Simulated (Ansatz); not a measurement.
# HfCl (quartet): wave-function methods side by side, def2-QZVPP

An exercise on one series of results from a longer session: the logs are not shown, and one member is left open.

Computed with Ansatz 0.2.0, Gaussian basis. Level: def2-QZVPP, core rule «outside noble gas», up to 9 orbitals frozen.

Plan: UHF; ROHF; CCSD(T) on UHF.

### What is computed

The geometry is a PBE0/def2-TZVP stationary point (not a proven minimum) of the parent state, kept for this charge and spin. No spin-orbit coupling is included. Elements past krypton take def2 core potentials.

2 atoms, charge 0, spin multiplicity 4.

Atoms are counted from 1 here; the program's logs count them from 0.

Bond lengths: Hf1–Cl2 3.106 Å.

The first run:

Input file in.yaml:

```yaml
crystal:
  periodic: [false, false, false]
  atoms:
    - {symbol: Hf, position_ang: [0.000000, 0.000000, 0.000000]}
    - {symbol: Cl, position_ang: [0.000000, 0.000000, 3.105600]}
basis:
  gaussian: {orbitals: "def2-QZVPP.json"}
magnetization: {spin_polarized: true, initial_magnetization: 3}
hamiltonian: {xc: hf}
output: {orbitals: {seedname: orbitals}}
```

Started as:

```console
> ansatz run in.yaml --threads 1 --pin off --events-out ev --progress --plain --max-ram 4096MiB --backend cpu
```

Among the steps run: UHF; ROHF; CCSD(T) on UHF.

One table of the session follows, with a row left open; its other results are not shown here.

| method | from UCCSD(T) (meV) |
| --- | --- |
| ROHF | ? |
| UHF | +7538.5 |
| UMP2 | +881.0 |
| UCCSD | +346.0 |
| UCCSD(T) | 0 |

**Question.** Estimate the row for ROHF.

**Answer.** from UCCSD(T) (meV): +7668.7. In the column «from UCCSD(T) (meV)» it is the highest.
